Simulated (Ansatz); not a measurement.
# MgZn2: structure and electronic structure

What cell, bands and charges does MgZn2 (C15 type) have, and do the methods agree? The runs shown use PAW and LAPW. Its runs: cell and atoms relaxed (PAW); the reference run (LAPW and PAW).

Program: Ansatz 0.2.0. Level of theory: DFT LDA, with the methods named in each step. These are calculated values, not measurements.

## 1. The system as given

It takes space group Fd-3m (No. 227, cubic). The conventional cell has a = 7.344 Å, b = 7.344 Å, c = 7.344 Å, α = 90.00°, β = 90.00°, γ = 90.00°. Around Mg (site symmetry -43m) lie 12 Zn at 3.04 Å and 4 Mg at 3.18 Å. Zn (site symmetry -3m) has 6 Zn at 2.60 Å and 6 Mg at 3.04 Å in its first shell of neighbours.

As a file:

```cif
data_structure
_symmetry_space_group_name_H-M 'P 1'
_symmetry_Int_Tables_number 1
_cell_length_a 5.1932
_cell_length_b 5.1932
_cell_length_c 5.1932
_cell_angle_alpha 60.000
_cell_angle_beta 60.000
_cell_angle_gamma 60.000
_cell_volume 99.03
loop_
_atom_site_label
_atom_site_type_symbol
_atom_site_fract_x
_atom_site_fract_y
_atom_site_fract_z
_atom_site_occupancy
Mg1 Mg 0.12500 0.12500 0.12500 1
Mg2 Mg 0.87500 0.87500 0.87500 1
Zn1 Zn 0.50000 0.50000 0.50000 1
Zn2 Zn 0.50000 0.50000 0.00000 1
Zn3 Zn 0.50000 0.00000 0.50000 1
Zn4 Zn 0.00000 0.50000 0.50000 1
```

An invented laves-like structure; its stability wasn't tested.

Atoms are numbered in the order of the input: Mg1, Mg2, Zn3, Zn4, Zn5, Zn6.

## 2. Cell and atoms relaxed, PAW

The input, input.yaml:

```yaml
crystal:
  lattice:
    - [0.0, 3.6721285358, 3.6721285358]
    - [3.6721285358, 0.0, 3.6721285358]
    - [3.6721285358, 3.6721285358, 0.0]
  atoms:
    - { symbol: Mg, position: [0.125, 0.125, 0.125] }
    - { symbol: Mg, position: [-0.125, -0.125, -0.125] }
    - { symbol: Zn, position: [0.5, 0.5, 0.5] }
    - { symbol: Zn, position: [0.5, 0.5, 0.0] }
    - { symbol: Zn, position: [0.5, 0.0, 0.5] }
    - { symbol: Zn, position: [0.0, 0.5, 0.5] }
kpoints:
  mp_grid: { grid: [8, 8, 8] }
scf:
  occupations: { method: fermi_dirac, width: 0.05 }
hamiltonian:
  xc: lda
  pseudopotentials: { kind: paw }
output:
  forces: true
  stress: true
relax:
  f_tol: 0.005
  max_steps: 50
  cell: {}
```

Started as:

```sh
$ ansatz run input.yaml --threads 2 --pin off --max-ram 5120MiB --backend cpu --events-out ev --progress --plain --runs-dir out
```

The runs that follow: The relaxed cell, LAPW; The relaxed cell, PAW.

Q: Predict the outcome of this session. Wanted: volume, relaxed; gap; Bader charges.

**Answer**, as computed:

| quantity | value |
| --- | --- |
| volume, relaxed (PAW) | 15.207 Å³/atom, Fd-3m |
| gap (LAPW) | none |
| Bader charges (PAW) | Mg1 +1.43, Zn3 -0.71 e |

In words: Relaxing changes the volume by -7.9 %, to 15.21 Å³/atom. There is no gap at this level; the crystal is a metal here. In pressure, PAW differs from LAPW by +0.01 GPa.
